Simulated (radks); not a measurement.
# The first electron to leave Ni⁶⁺

Aim: remove one electron from each of the outer sub-shells of Ni⁶⁺ ([Ar] 3d4) in turn, let the ion relax, and find the cheapest removal. The parent's configuration is the lowest that an earlier search found at this level.

The numbers are computed with radks (a radial shooting solver on a logarithmic mesh, Libxc functionals) version 1 (non-relativistic Kohn-Sham, PBE, spin-polarised, spherical densities, point nucleus; open shells are filled with parallel spins first), except any that are marked as measured or tabulated.

5 further runs of the same task are left out: 5 set aside as unsound or not needed.

**1. The atom as given**

* element: nickel (Z = 28)
* charge: +6
* electrons: 22
* configuration: [Ar] 3d4

Outer shells as boxes (Hund's rule):

Ni⁶⁺
```
[Ar] core
3d [↑ ][↑ ][↑ ][↑ ][  ]
```

**2. The parent, Ni⁶⁺**

From an earlier run at this level the parent has E = -1496.893426 hartree and these outer levels (eV):

| level | occupation | energy (eV) |
| --- | --- | --- |
| 2p up | 3 | -964.77 |
| 2p down | 3 | -962.29 |
| 3s up | 1 | -223.63 |
| 3s down | 1 | -217.50 |
| 3p up | 3 | -185.35 |
| 3p down | 3 | -179.27 |
| 3d up | 4 | -121.19 |
| 3d down | 0 | -114.99 |

**3. Remove 3d: [Ar] 3d3**

Settings of this run:

```text
Z 28
configuration [Ar] 3d3
relativity non-relativistic
functional pbe,pbe
spin polarised
nucleus point
```

**4. Remove 3p: [Ne] 3s2 3p5 3d4**

Settings of this run:

```text
Z 28
configuration [Ne] 3s2 3p5 3d4
relativity non-relativistic
functional pbe,pbe
spin polarised
nucleus point
```

**5. Remove 3s: [Ne] 3s1 3p6 3d4**

Settings of this run:

```text
Z 28
configuration [Ne] 3s1 3p6 3d4
relativity non-relativistic
functional pbe,pbe
spin polarised
nucleus point
```

**6. Remove 2p: [He] 2s2 2p5 3s2 3p6 3d4**

Settings of this run:

```text
Z 28
configuration [He] 2s2 2p5 3s2 3p6 3d4
relativity non-relativistic
functional pbe,pbe
spin polarised
nucleus point
```

Before running it: what results should come out? Wanted: for each run, case; final configuration; Δ-SCF; −ε of the level emptied.

As calculated:

| case | final configuration | Δ-SCF (eV) | −ε of the level emptied (eV) |
| --- | --- | --- | --- |
| remove 3d | [Ar] 3d3 | 134.84 | 121.19 |
| remove 3p | [Ne] 3s2 3p5 3d4 | 192.44 | 179.27 |
| remove 3s | [Ne] 3s1 3p6 3d4 | 230.80 | 217.50 |
| remove 2p | [He] 2s2 2p5 3s2 3p6 3d4 | 999.39 | 962.29 |

**Reading.** Removal from 3d costs least (134.84 eV), ahead of 3p (192.44 eV). 3d is also the highest occupied level of the parent. NIST lists 132 eV (theoretical), between the same two configurations. Open shells are spherical and high-spin; term and fine-structure splittings are not resolved.
